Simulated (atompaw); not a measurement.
**Pseudopotential generation for dysprosium: PAW (atompaw), PBE**

Aim: build the potential from the settings below, then test how well it stands in for the atom: scattering, ghost states and the plane-wave cutoff that it needs.

The numbers are computed with atompaw 4.2.0.5 (PBE, scalar-relativistic, spin-unpolarised reference atom).

### Step 1. Settings

Typed settings, in words:

| Quantity | Value |
| --- | --- |
| element | dysprosium (Dy, Z = 66) |
| type | PAW |
| frozen core | [Kr] 4d10 5s2 |
| valence charge | 18 |
| reference configuration | 4f10 5p6 5d0 6s1.5 6p0.5 |
| partial waves | 6s (bound): rc 2.95 bohr; 6s channel at 2 Ry: rc 2.85 bohr; 5p (bound): rc 2.15 bohr; 6p (bound): rc 2.95 bohr; 5d (bound, empty): rc 2.95 bohr; 5d channel at 1.75 Ry: rc 2.95 bohr; 4f (bound): rc 1.35 bohr; 4f channel at 0.55 Ry: rc 1.35 bohr |
| local potential | ultrasoft scheme with l = 4 at 0 Ry, radius 2.20 bohr |
| core correction | smooth core density matched at 2.90 bohr |
| augmentation charge | sinc compensation charge, radius 2.50 bohr; PAW radius 2.95 bohr; waves and projectors: modrrkj vanderbiltortho |

The nodes and maxima of the atom's own shells, from an earlier all-electron run, set the scale for the radii.

All-electron outer shells of the reference configuration (PBE, scalar-relativistic, ld1.x):

```csv
shell,level (eV),outermost node (bohr),outermost maximum (bohr)
4d,-153.74,0.26,0.53
5s,-49.68,0.63,1.16
5p,-26.10,0.67,1.33
6s,-4.17,1.57,3.44
4f,-3.84,–,0.54
5d,-1.70,0.76,2.09
6p,-1.49,1.92,4.76
```

### Step 2. The generation run

Dy.input

```
Dy 66
GGA-PBE scalarrelativistic loggrid 2001 logderivrange -4 5 226
6 6 5 4 0 0
6 0 1.5
6 1 0.5
5 2 0
4 3 10
0 0 0
c
c
c
c
c
v
c
c
c
v
v
c
c
v
v
3
2.95 2.50 2.20 2.90
y
2
n
n
y
1.75
n
y
0.55
n
modrrkj vanderbiltortho sinc
4 0 ultrasoft
2.95
2.85
2.15
2.95
2.95
2.95
1.35
1.35
PWSCFOUT
UPFDX 0.0125d0 UPFXMIN -7.d0 UPFZMESH 66.d0
END
```

Started as:

```
$ atompaw < Dy.input > Dy.log
```

**Question.** What will these runs give? Wanted: cutoffs for 10 and 1 mRy, occupied levels; bound ghosts; largest phase difference near zero energy, channels read; lowest eigenvalue of the overlap; share of valence orbitals outside the PAW sphere; UPF file.

**Answer**, as computed:

| quantity | value |
| --- | --- |
| cutoffs for 10 and 1 mRy, occupied levels | 80 Ry and 160 Ry |
| bound ghosts | s at -10.91 eV |
| largest phase difference near zero energy, channels read | 0.116 rad |
| lowest eigenvalue of the overlap (Bessel basis) | 0.053 (f) |
| share of valence orbitals outside the PAW sphere | 6s 77 %, 5p 2 %, 6p 94 %, 5d 49 %, 4f 1 % |
| UPF file | written |

**Reading.** A bound ghost (s) makes it unfit for use: electrons can fall into a state that the atom doesn't have. It counts as hard, with 80 Ry needed at the looser tolerance. The slowest occupied level is 4f: taken alone it needs 80 Ry to come within 1 mRy, against 15 Ry for 5p. Of the channels read, p scatters worst near zero energy, by up to 0.12 rad. In the p channel the atom's pole at 3.52 Ry sits lower, at 1.85 Ry, in the pseudo curve. All of this concerns the isolated atom, not yet a solid.
